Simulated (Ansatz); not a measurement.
## Ba2CrN2 in Ansatz: convergence with smearing width

Input of the first run (smearing width 0.3 eV); the others differ in this setting and in those tied to it:

Contents of input.yaml:

```yaml
crystal:
  lattice:
    - [-2.08287225, 2.08287225, 6.682763]
    - [2.08287225, -2.08287225, 6.682763]
    - [2.08287225, 2.08287225, -6.682763]
  atoms:
    - { symbol: Ba, position: [0.8535895, 0.8535895, 0.0] }
    - { symbol: Ba, position: [0.1464105, 0.1464105, 0.0] }
    - { symbol: Cr, position: [0.5, 0.5, 0.0], spin: 3.0 }
    - { symbol: "N", position: [0.366857, 0.366857, 0.0] }
    - { symbol: "N", position: [0.633143, 0.633143, 0.0] }
hamiltonian:
  xc: r2scan
  pseudopotentials: { kind: paw }
magnetization:
  spin_polarized: true
kpoints:
  mp_grid: { grid: [8, 8, 8] }
scf:
  occupations: { method: gaussian, width: 0.3 }
output:
  forces: true
  stress: true
  eigenvalues: true
```

Potentials or basis: Ansatz PAW.

Command:

```console
$ ansatz run input.yaml --threads 2 --pin off --max-ram 5632MiB --backend cpu --events-out ev --progress --plain --runs-dir out
```

The cell comes from a database or a generator and needn't be the stable form of this composition.

Hardware: 2 threads of Arm Neoverse V2 (shared host).

| smearing width | energy less the tightest run, at zero smearing (meV/atom) | largest force (eV/Å) | absolute moment (μB) | SCF cycles | CPU time (s) | peak memory (GiB) |
| --- | --- | --- | --- | --- | --- | --- |
| 0.3 eV | 0.03 | 0.187 | 3.11 | 18 | 110 | 0.86 |
| 0.2 eV | -0.01 | 0.192 | 3.11 | 18 | 99 | 0.86 |
| 0.15 eV | 0.01 | 0.193 | 3.11 | 18 | 96 | 0.86 |
| 0.1 eV | 0.01 | 0.193 | 3.11 | 18 | 97 | 0.87 |
| 0.05 eV | -0.01 | 0.194 | 3.11 | 18 | 97 | 0.86 |
| 0.025 eV | -0.01 | 0.194 | 3.12 | 16 | 92 | 0.88 |
| 0.01 eV | 0.00 | 0.194 | 3.12 | 17 | 100 | 0.87 |
| 0.005 eV | 0.00 | 0.194 | 3.12 | 15 | 91 | 0.88 |

Against the tightest run, the energy stays within 1 meV/atom from 0.3 eV on; the largest force stays within 0.005 eV/Å from 0.2 eV on; the absolute moment stays within 0.02 μB from 0.3 eV on. Narrower smearing needs a denser k mesh, so at a fixed mesh the narrowest width isn't the most accurate. The tightest run that finished is the yardstick and may itself not be fully converged.

Caveat, for the tightest run too: the magnetic or orbital state may not be the lowest; a cell with one magnetic atom can't hold antiferromagnetic order, which such compounds often take; the PAW data sets come from PBE, with cores solved anew for the run's functional, which leaves a small shift of forces and pressure. Spin-orbit coupling is left out, which matters for the levels of Ba.
